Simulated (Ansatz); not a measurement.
## ZnRe2 in Ansatz: the effect of strain

ZnRe2:

```xyz
3
Lattice="0.0000 2.8956 2.8956 2.9245 0.0000 2.8956 2.9245 2.8956 0.0000" Properties=species:S:1:pos:R:3 pbc="T T T"
Zn    0.0000    0.0000    0.0000
Re    4.3868    4.3433    4.3433
Re    1.4623    1.4478    1.4478
```

The cell was built by a generator and needn't be a form met in nature.

The cell isn't the ideal one: strained by +1 %.

Alike in all runs:

```yaml
Program: Ansatz 0.2.0
Task: relaxation of the atoms
Functional: PBE
Potentials_or_basis: Ansatz PAW
Cutoff: "420 eV (not typed: the program's choice for these potentials)"
k_mesh: 8 × 8 × 8
Occupations: fermi-dirac, width 0.05 eV
Spin: no spin polarisation
```

Each run relaxes the cell or the atoms first.

| strain | pressure (GPa) |
| --- | --- |
| 0.01 | -2.1 |
| 0.02 | ? |
| 0.04 | -7.7 |

**Question.** What does the run with strain 0.02 give?

**Answer.** Pressure -4.1 GPa.

Caveats: the relaxation stopped at its first step, so nothing moved; the thresholds are loose for stress.
